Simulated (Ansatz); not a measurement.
# CH4OSe: the cost of one run

Method: RKS PBE/def2-TZVP, in Ansatz 0.2.0.

### Step 1. The starting structure

Bond lengths: O1–C2 1.348 Å, C2–Se3 1.930 Å, O1–H4 0.932 Å, C2–H5 1.097 Å, C2–H6 1.128 Å, Se3–H7 1.585 Å. Angles: O1–C2–Se3 107.4°, O1–C2–H5 110.9°, O1–C2–H6 110.1°, Se3–C2–H5 109.7°, Se3–C2–H6 109.5°, H5–C2–H6 109.2°, C2–O1–H4 108.2°, C2–Se3–H7 91.3°.

Structure file:

```xyz
7

O    -1.1551    0.4192   -0.7853
C    -0.1624    0.3102    0.1199
Se    1.1481   -0.9077   -0.6035
H    -1.6087   -0.3939   -0.8196
H    -0.5429   -0.0797    1.0724
H     0.3147    1.3169    0.2946
H     2.0676   -0.7331    0.6759
```

### Step 2. Relaxing end A

Contents of input.yaml:

```yaml
crystal:
  periodic: [false, false, false]
  atoms:
    - { symbol: O, position_ang: [-1.1551, 0.4192, -0.7853] }
    - { symbol: C, position_ang: [-0.1624, 0.3102, 0.1199] }
    - { symbol: Se, position_ang: [1.1481, -0.9077, -0.6035] }
    - { symbol: H, position_ang: [-1.6087, -0.3939, -0.8196] }
    - { symbol: H, position_ang: [-0.5429, -0.0797, 1.0724] }
    - { symbol: H, position_ang: [0.3147, 1.3169, 0.2946] }
    - { symbol: H, position_ang: [2.0676, -0.7331, 0.6759] }
basis:
  gaussian: { orbitals: def2-TZVP }
hamiltonian:
  xc: pbe
relax:
  f_tol: 0.015
  max_steps: 40
```

Launch:

```console
> ansatz run input.yaml --threads 2 --pin off --max-ram 3072MiB --backend cpu --events-out ev --progress --plain --runs-dir out
```

Q: Estimate wall time and peak memory on 2 threads of Intel Xeon Platinum 8259CL at 2.50GHz (Skylake/Cascade Lake), shared host.

About 34 s, with a peak of 0.24 GiB.
